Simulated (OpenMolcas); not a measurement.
# UHF/STO-3G (RICD fitting, thermostat constant energy, time step au 20) run of BBrCl (SMILES Cl[B]Br)

Aim: molecular dynamics of BBrCl. 

Program for the calculation: OpenMolcas 26.06.

3 further runs of the same task are left out: 3 set aside as unsound or not needed.

**1. The system as given**

BBrCl: 3 atoms, total charge 0, spin state doublet. SMILES: `Cl[B]Br`. The shape is that of a GFN2-xTB optimisation. The run starts from this shape.

Bond lengths: Cl1–B2 1.686 Å, B2–Br3 1.876 Å. Angles: Cl1–B2–Br3 123.3°.

**2. Molecular dynamics at UHF/STO-3G (RICD fitting, thermostat constant energy, time step au 20)**

mol.inp

```
&GATEWAY
 Coord
 3
 angstrom
 Cl      -0.137210       1.549190       0.085210
 B       -0.492410      -0.059340      -0.273360
 Br       0.629620      -1.489840       0.188150
 Basis = STO-3G
 Group = NoSym
 RICD
>>> EXPORT MOLCAS_MAXITER=30
>>> Do While

&SEWARD

&SCF
 UHF
 Spin = 2
 PrOrbitals = 0

&ALASKA

&DYNAMIX
 VelVer
 DT = 20
 Velo = 0
 Ther = 1
>>> EndDo
```

On the command line:

```bash
export MOLCAS_MEM=1860
pymolcas mol.inp > mol.log
```

What values should one expect? Wanted: potential energy of the last frame.

Computed results:

Level: UHF/STO-3G (RICD fitting, thermostat constant energy, time step au 20).

| quantity | value |
| --- | --- |
| potential energy of the last frame | -3023.61596 Eh |

What this shows: Mulliken charges run from -0.19 on Cl1 to +0.24 on B2.
